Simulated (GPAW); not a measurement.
The system is BeCr3.

```
CELL_PARAMETERS angstrom
3.51121 0.00000 0.00000
0.00000 3.51121 0.00000
0.00000 0.00000 3.51121
ATOMIC_POSITIONS crystal
Cr 0.50000 0.50000 0.00000
Cr 0.50000 0.00000 0.50000
Cr 0.00000 0.50000 0.50000
Be 0.00000 0.00000 0.00000
```

The cell comes from a database or a generator and needn't be the stable form of this composition.

- Program: GPAW 26.7.0
- Task: relaxation of cell and atoms
- Functional: PBEsol
- Potentials or basis: PAW data sets generated in the run's folder for this functional
- Cutoff: 800 eV
- Basis: pw
- k mesh: 6 × 6 × 6
- Occupations: fermi-dirac, width 0.05 eV
- Spin: collinear spin, ferromagnetic start
- Starting moments: [3.0, 3.0, 3.0, 0.0] μB
- Hubbard terms: Cr d U = 8 eV

At the start: pressure 87.5 GPa; volume 10.82 Å³/atom.

Problem. How do energy, volume and symmetry change on relaxing?

Solution. Over 7 steps the energy falls by 1341.0 meV/atom and the volume is 18.71 Å³/atom (+72.9 %); space group Pm-3m (No. 221, to 0.05 Å); moment 14.65 μB per cell.

Step by step:
```
step  energy change (eV)  largest force (eV/Å)  pressure (GPa)  volume (Å³)
   1              0.0000                0.0000           87.46        43.29
   2             -1.3746                0.0000           67.89        46.12
   3             -3.6778                0.0000           33.33        53.58
   4             -4.8882                0.0000           13.27        62.25
   5             -5.3186                0.0000            3.06        70.83
   6             -5.3614                0.0000            0.48        74.16
   7             -5.3638                0.0000            0.03        74.83
```

Final structure:
```yaml
crystal:
  lattice:
    - [4.21390, 0.00000, 0.00000]
    - [0.00000, 4.21390, 0.00000]
    - [0.00000, 0.00000, 4.21390]
  atoms:
    - { symbol: Cr, position: [0.50000, 0.50000, 0.00000] }
    - { symbol: Cr, position: [0.50000, 0.00000, 0.50000] }
    - { symbol: Cr, position: [0.00000, 0.50000, 0.50000] }
    - { symbol: Be, position: [0.00000, 0.00000, 0.00000] }
```

Caveat: each step starts from the last one's moments, so a moment once lost doesn't come back; later steps reuse the first step's grids; the electronic state changed during the relaxation; the volume moved by over 15 % at a fixed basis, so the end points are rough; the U is typed as a test and isn't derived for this compound.
